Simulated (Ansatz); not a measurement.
# C2H6AlN: rigid scan of one bond length in Python

How does the energy of C2H6AlN change as one bond is stretched? A script is to give a rigid scan of one bond length; the system is C2H6AlN.

Program: Ansatz 0.2.0 through its Python package. Level of theory: Hartree-Fock/cc-pVDZ. These are calculated values, not measurements.

### 1 The system

Bond lengths: C1–N2 1.235 Å, N2–Al3 1.898 Å, Al3–C4 2.013 Å, C1–H5 1.113 Å, C1–H6 1.145 Å, Al3–H7 1.581 Å, C4–H8 1.100 Å, C4–H9 1.192 Å, C4–H10 1.067 Å. Angles: C1–N2–Al3 120.8°, N2–C1–H5 124.8°, N2–C1–H6 120.5°, H5–C1–H6 114.4°, N2–Al3–C4 119.3°, N2–Al3–H7 121.0°, C4–Al3–H7 119.3°, Al3–C4–H8 108.8°, Al3–C4–H9 106.1°, Al3–C4–H10 113.4°, H8–C4–H9 108.9°, H8–C4–H10 113.1°, H9–C4–H10 106.2°.

No structure file is read: the coordinates are typed or built in the script.

### 2 The script

Input file c2h6aln_scan.py:

```python
# -*- coding: utf-8 -*-
'''Potential curve of C2H6AlN along one bond.'''

from dataclasses import dataclass

import ansatz
import matplotlib.pyplot as plt
import numpy as np


@dataclass
class Settings:
    basis: str = 'cc-pVDZ'
    xc: str = 'hf'


settings = Settings()

GEOMETRY = '''
C    -0.48960    2.30340   -0.53120
N    -0.30730    1.36440    0.24950
Al    0.03450   -0.38650   -0.39910
C     0.49540   -1.84860    0.90480
H    -0.53230    2.20810   -1.63900
H    -0.74460    3.34700   -0.13550
H     0.12120   -0.67820   -1.95080
H     0.65370   -2.78320    0.34710
H    -0.45760   -1.97540    1.60890
H     1.30970   -1.60220    1.54830
'''

c2h6aln = ansatz.Crystal.molecule()
for line in GEOMETRY.strip().splitlines():
    symbol, *xyz = line.split()
    c2h6aln = c2h6aln.atom(symbol, [float(v) for v in xyz])

symbols = [site.symbol for site in c2h6aln.cartesian_sites]
start = np.array([site.position_ang for site in c2h6aln.cartesian_sites])
axis = (start[4] - start[0]) / np.linalg.norm(start[4] - start[0])
moving = [4]
lengths, energies = [0.979, 1.024, 1.068, 1.113, 1.157, 1.202, 1.246, 1.313], []
for length in lengths:
    xyz = start.copy()
    xyz[moving] += (length - np.linalg.norm(start[4] - start[0])) * axis
    point = ansatz.Crystal.molecule()
    for symbol, place in zip(symbols, xyz):
        point = point.atom(symbol, place.tolist())
    base = (
        point.calculation()
        .basis(gaussian=settings.basis)
        .functional(settings.xc)
    )
    rep = base.run(threads=1).report
    energies.append(rep['free_energy_ev'])
    print(f'r = {length:6.3f} A  E = {energies[-1]:.5f} eV  <S^2> = {abs(rep["mean_field"]["state"]["spin_squared"]):.3f}')

# quartic fit about the minimum
fit = np.polynomial.Polynomial.fit(lengths, np.array(energies) - min(energies), 4).convert()
roots = [r.real for r in fit.deriv().roots() if abs(r.imag) < 1e-9 and fit.deriv(2)(r.real) > 0]
r_e = min(roots, key=lambda r: abs(r - lengths[int(np.argmin(energies))]))
print(f'minimum of the fit at {r_e:.4f} A, force constant {fit.deriv(2)(r_e):.2f} eV/A^2')
plt.figure(figsize=(4.5, 3))
plt.plot(lengths, np.array(energies) - min(energies), 'o-')
plt.xlabel('bond length (A)')
plt.ylabel('E - E(min) (eV)')
plt.tight_layout()
plt.savefig('scan.png', dpi=100)
```

### 3 What the engine is handed

The engine receives this input (first run):

```yaml
crystal:
  periodic: [false, false, false]
  atoms:
    - { symbol: C, position_ang: [-0.4896, 2.3034, -0.5312] }
    - { symbol: "N", position_ang: [-0.3073, 1.3644, 0.2495] }
    - { symbol: Al, position_ang: [0.0345, -0.3865, -0.3991] }
    - { symbol: C, position_ang: [0.4954, -1.8486, 0.9048] }
    - { symbol: H, position_ang: [-0.5271688677429783, 2.2195519181286687, -1.5058789621937108] }
    - { symbol: H, position_ang: [-0.7446, 3.347, -0.1355] }
    - { symbol: H, position_ang: [0.1212, -0.6782, -1.9508] }
    - { symbol: H, position_ang: [0.6537, -2.7832, 0.3471] }
    - { symbol: H, position_ang: [-0.4576, -1.9754, 1.6089] }
    - { symbol: H, position_ang: [1.3097, -1.6022, 1.5483] }
basis:
  gaussian:
    orbitals: cc-pVDZ
hamiltonian:
  xc: hf
```

### 4 Running it

On the command line:

```
python c2h6aln_scan.py
```

Q: Predict the main results. Wanted: range of energy; lowest point, distance.

**Answer**, as computed:

```
                        quantity     value
bond length at the fit's minimum  1.1018 Å
                   runs compared         8
                 range of energy  0.501 eV
      lowest point, distance (Å)      1.11
```

In words: The curve has its lowest point inside the range, at 1.11. The ends stand 0.321 and 0.501 eV above it. The distance scanned is the script's pair 0, 4. The rest of the molecule is held rigid at a force-field or estimated start geometry, and the basis set is modest; single-reference methods fail as a bond breaks. The orbitals are restricted, so S² is zero by construction.
